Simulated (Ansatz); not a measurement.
**C₂H₂AlClO: one species, many methods**

How much do the methods differ for C₂H₂AlClO? The plan is to run it at one geometry with functionals of several rungs and with coupled cluster, and see how far each lands from CCSD(T) at the basis-set limit for the atomisation energy.

Computed with Ansatz 0.2.0, Gaussian basis. Level: functionals in def2-TZVPP, the program's frozen cores in correlated methods.

Plan: LDA (SPW92), PBE-D4, revPBE-D4, BLYP-D4, r2SCAN-D4, B97M-V, PBE0-D4, B3LYP-D4, r2SCANh-D4, r2SCAN0-D4, HSE06-D4, BHLYP-D4, CAM-B3LYP-D4, LC-ωPBE, ωB97X-V, ωB97M-V, B2PLYP, PBE-QIDH; CCSD(T)/def2-SVP; CCSD(T)/def2-TZVPP; MP2/def2-QZVPP; extrapolation to the limit; RPA on PBE.

## Step 1: The relaxed structure

An earlier PBE0-D4 in a triple-zeta def2 set relaxation fixed the geometry.

7 atoms, charge 0, spin multiplicity 1.

Atoms are counted from 1 here; the program's logs count them from 0.

Bond lengths: Cl1–Al2 2.071 Å, Al2–C3 1.882 Å, Al2–O5 1.767 Å, C3–C4 1.350 Å, C3–H6 1.077 Å, C4–O5 1.374 Å, C4–H7 1.090 Å. Angles: Cl1–Al2–C3 151.6°, Cl1–Al2–O5 129.8°, C3–Al2–O5 78.7°, Al2–C3–C4 80.6°, Al2–C3–H6 153.4°, C4–C3–H6 125.9°, C3–C4–O5 116.3°, C3–C4–H7 128.8°, O5–C4–H7 114.9°, Al2–O5–C4 84.4°.

## Step 2: LDA

This LDA is Slater exchange with PW92 correlation.

Input file in.yaml:

```yaml
crystal:
  periodic: [false, false, false]
  atoms:
    - {symbol: Cl, position_ang: [-2.157156, -2.403221, 0.308389]}
    - {symbol: Al, position_ang: [-0.774181, -0.876683, 0.090213]}
    - {symbol: C, position_ang: [0.339110, 0.462273, 0.803817]}
    - {symbol: C, position_ang: [0.621783, 0.616512, -0.506895]}
    - {symbol: O, position_ang: [-0.031781, -0.225056, -1.374778]}
    - {symbol: H, position_ang: [0.759940, 1.035039, 1.612813]}
    - {symbol: H, position_ang: [1.303685, 1.323135, -0.979158]}
basis:
  gaussian: {orbitals: def2-TZVPP}
hamiltonian: {xc: lda}
output: {orbitals: {seedname: orbitals}}
```

Launch:

```
$ ansatz run in.yaml --threads 2 --pin off --events-out ev --progress --plain --max-ram 4352MiB
```

Further steps of the session: PBE-D4 (GGA); revPBE-D4 (GGA); BLYP-D4 (GGA); r2SCAN-D4 (meta-GGA); B97M-V (meta-GGA); B3LYP-D4 (hybrid); r2SCANh-D4 (hybrid); r2SCAN0-D4 (hybrid); HSE06-D4 (hybrid); BHLYP-D4 (hybrid); CAM-B3LYP-D4 (range-separated); LC-ωPBE (range-separated); ωB97X-V (range-separated); ωB97M-V (range-separated); B2PLYP (double hybrid); PBE-QIDH (double hybrid); CCSD(T) in def2-SVP; CCSD(T) in def2-TZVPP; MP2 in def2-QZVPP; RPA on PBE orbitals.

Before running them: what should the planned runs give, taken together? Wanted: atomisation energy, CCSD(T)/CBS; farthest beyond LDA; mean size of error, GGA; mean size of error, meta-GGA; mean size of error, hybrid; mean size of error, range-separated; mean size of error, double hybrid; gap, smallest and largest; T1 diagnostic.

**Answer**, as computed:

```
                               quantity                                                                              value
        atomisation energy, CCSD(T)/CBS                                                                      2893.7 kJ/mol
 functionals within 14.5 kJ/mol (0.5 %)  revPBE-D4, BLYP-D4, r2SCANh-D4, CAM-B3LYP-D4, LC-ωPBE, ωB97X-V, ωB97M-V, PBE-QIDH
                    farthest beyond LDA                                                           BHLYP-D4 (-134.8 kJ/mol)
                mean size of error, GGA                                                                        36.7 kJ/mol
           mean size of error, meta-GGA                                                                        30.2 kJ/mol
             mean size of error, hybrid                                                                        40.4 kJ/mol
    mean size of error, range-separated                                                                         8.2 kJ/mol
      mean size of error, double hybrid                                                                        17.4 kJ/mol
              gap, smallest and largest                                          3.63 eV (LDA (SPW92)), 10.54 eV (LC-ωPBE)
                          T1 diagnostic                                                                             0.0142
triples share of the correlation energy                                                                              4.5 %
```

LDA overbinds by 473.9 kJ/mol (16 %). PBE-D4 misses by +95.1 kJ/mol. Double hybrids carry the basis error of their MP2 part in triple zeta, and no dispersion term here, so their miss is partly the set-up's. By mean error the best rung here is range-separated (8.2 kJ/mol) and the worst beyond LDA is hybrid (40.4 kJ/mol). The mean of the hybrids holds BHLYP, with half exact exchange. Misses under about 14.5 kJ/mol are within the doubt on the reference itself, which lacks core-valence correlation, relativity and higher excitations. Hartree-Fock recovers 71 % of the binding; the rest is correlation. CCSD(T) in def2-SVP is off by -171.0 kJ/mol, which most functionals beat. Orbital gaps span 3.6 to 10.5 eV; exact exchange widens them.
